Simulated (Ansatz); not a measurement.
**C₂H₇BCl₂O: how energies converge with the basis set**

One table from this session's results is given with a row withheld; the runs are named, their logs left out.

Method: one geometry, several basis sets; program: Ansatz 0.2.0, Gaussian basis.

The runs, in order: PBE0-D4/def2-SVP; ωB97M-V/def2-SVP; PBE0-D4/def2-QZVPP; ωB97M-V/def2-QZVPP; the functionals' def2-TZVPP values are taken from earlier runs.

**The relaxed structure**

An earlier PBE0-D4 in a triple-zeta def2 set relaxation fixed the geometry.

13 atoms, charge 0, spin multiplicity 1.

Atoms are counted from 1 here; the program's logs count them from 0.

Bond lengths: C1–O2 1.446 Å, C1–H7 1.089 Å, C1–H8 1.088 Å, C1–H9 1.085 Å, O2–B3 1.638 Å, O2–H10 0.966 Å, B3–C4 1.579 Å, B3–Cl5 1.824 Å, B3–Cl6 1.848 Å, C4–H11 1.093 Å, C4–H12 1.096 Å, C4–H13 1.092 Å. Angles: O2–C1–H7 109.8°, O2–C1–H8 107.7°, O2–C1–H9 105.9°, H7–C1–H8 111.9°, H7–C1–H9 110.4°, H8–C1–H9 110.8°, C1–O2–B3 119.8°, C1–O2–H10 109.8°, B3–O2–H10 105.7°, O2–B3–C4 104.7°, O2–B3–Cl5 104.1°, O2–B3–Cl6 104.0°, C4–B3–Cl5 115.6°, C4–B3–Cl6 114.0°, Cl5–B3–Cl6 112.8°, B3–C4–H11 111.7°, B3–C4–H12 112.6°, B3–C4–H13 109.3° and more.

As a file:

```
C    -0.6801    1.8408   -0.3163
O    -0.4076    0.4421   -0.5596
B     0.3066   -0.4632    0.6038
C     0.4209   -1.9070   -0.0262
Cl   -0.8150   -0.3141    2.0345
Cl    1.9337    0.3676    0.8800
H     0.2485    2.3633   -0.0899
H    -1.1672    2.2426   -1.2027
H    -1.3493    1.8696    0.5379
H     0.1514    0.3492   -1.3424
H    -0.5617   -2.3283   -0.2543
H     1.0303   -1.9229   -0.9369
H     0.9099   -2.5743    0.6868
```

The first run:

Input file in.yaml:

```yaml
crystal:
  periodic: [false, false, false]
  atoms:
    - {symbol: C, position_ang: [-0.680065, 1.840840, -0.316254]}
    - {symbol: O, position_ang: [-0.407561, 0.442149, -0.559592]}
    - {symbol: B, position_ang: [0.306572, -0.463214, 0.603790]}
    - {symbol: C, position_ang: [0.420906, -1.907041, -0.026195]}
    - {symbol: Cl, position_ang: [-0.815033, -0.314062, 2.034460]}
    - {symbol: Cl, position_ang: [1.933681, 0.367592, 0.880050]}
    - {symbol: H, position_ang: [0.248506, 2.363284, -0.089869]}
    - {symbol: H, position_ang: [-1.167211, 2.242617, -1.202704]}
    - {symbol: H, position_ang: [-1.349274, 1.869608, 0.537921]}
    - {symbol: H, position_ang: [0.151397, 0.349158, -1.342443]}
    - {symbol: H, position_ang: [-0.561662, -2.328330, -0.254277]}
    - {symbol: H, position_ang: [1.030280, -1.922884, -0.936883]}
    - {symbol: H, position_ang: [0.909862, -2.574320, 0.686797]}
basis:
  gaussian: {orbitals: def2-SVP}
hamiltonian: {xc: pbe0, dispersion: d4}
output: {orbitals: {seedname: orbitals}}
```

Launch:

```sh
> ansatz run in.yaml --threads 4 --pin off --events-out ev --progress --plain --max-ram 11315MiB
```

Among the steps run: PBE0-D4 in def2-SVP; ωB97M-V in def2-SVP; PBE0-D4 in def2-QZVPP; ωB97M-V in def2-QZVPP.

One table of the session follows, with a row left open; its other results are not shown here.

It belongs to the step «Functionals by basis». 

| functional | basis | HOMO (eV) | LUMO (eV) |
| --- | --- | --- | --- |
| PBE0-D4 | def2-SVP | -7.69 | 0.46 |
| PBE0-D4 | def2-TZVPP | -7.96 | -0.09 |
| PBE0-D4 | def2-QZVPP | -8.00 | -0.38 |
| ωB97M-V | def2-SVP | -9.92 | 2.17 |
| ωB97M-V | def2-TZVPP | -10.23 | 1.43 |
| ωB97M-V | def2-QZVPP | ? | ? |

Estimate the missing values for ωB97M-V, def2-QZVPP.

The run gave: HOMO (eV): -10.28; LUMO (eV): 0.88. In the column «HOMO (eV)» it is the lowest.
